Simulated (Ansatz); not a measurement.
Crystal: MnPt2.

```
CELL_PARAMETERS angstrom
2.85840 0.00000 0.00000
-1.42920 2.47545 0.00000
0.00000 0.00000 6.53250
ATOMIC_POSITIONS crystal
Pt 0.66667 0.33333 0.31621
Pt 0.33333 0.66667 0.68379
Mn 0.00000 0.00000 0.00000
```

The cell comes from a database or a generator and needn't be the stable form of this composition.

```yaml
Program: Ansatz 0.2.0
Task: relaxation of cell and atoms
Functional: BLYP
Dispersion: D3(BJ)
Potentials_or_basis: Ansatz PAW
Cutoff: "420 eV (not typed: the program's choice for these potentials)"
k_mesh: 11 × 11 × 4
Occupations: fermi-dirac, width 0.05 eV
Spin: collinear spin, ferromagnetic start
Starting_moments: "[0.0, 0.0, 4.0] μB"
```

At the start: volume 15.41 Å³/atom.

Q: How do energy, volume and symmetry change on relaxing?

A: It ends after 8 steps and the volume is 14.94 Å³/atom (-3.1 %); space group P-3m1 (No. 164, to 0.05 Å); moment 4.23 μB per cell.

Step by step:
| step | energy change (eV) | largest force (eV/Å) | volume (Å³) |
| --- | --- | --- | --- |
| 1 | 0.0000 | 0.2019 | 46.22 |
| 2 | -0.0115 | 0.0326 | 43.71 |
| 3 | -0.0260 | 0.0380 | 44.89 |
| 4 | -0.0262 | 0.0043 | 44.82 |
| 5 | -0.0262 | 0.0008 | 44.81 |
| 6 | -0.0257 | 0.0008 | 44.81 |
| 7 | -0.0257 | 0.0002 | 44.81 |
| 8 | -0.0257 | 0.0002 | 44.81 |

Final structure:
```
CELL_PARAMETERS angstrom
2.81451 0.00000 0.00000
-1.40726 2.43744 0.00000
0.00000 0.00000 6.53159
ATOMIC_POSITIONS crystal
Pt 0.66667 0.33333 0.31495
Pt 0.33333 0.66667 0.68505
Mn 0.00000 0.00000 0.00000
```

Caveat: the plane-wave basis is chosen anew once the cell has moved, so the energies of steps on either side of that aren't comparable; pairwise dispersion overbinds metals, which lowers pressure and volume; the PAW data sets come from PBE, with cores solved anew for the run's functional, which leaves a small shift of forces and pressure.
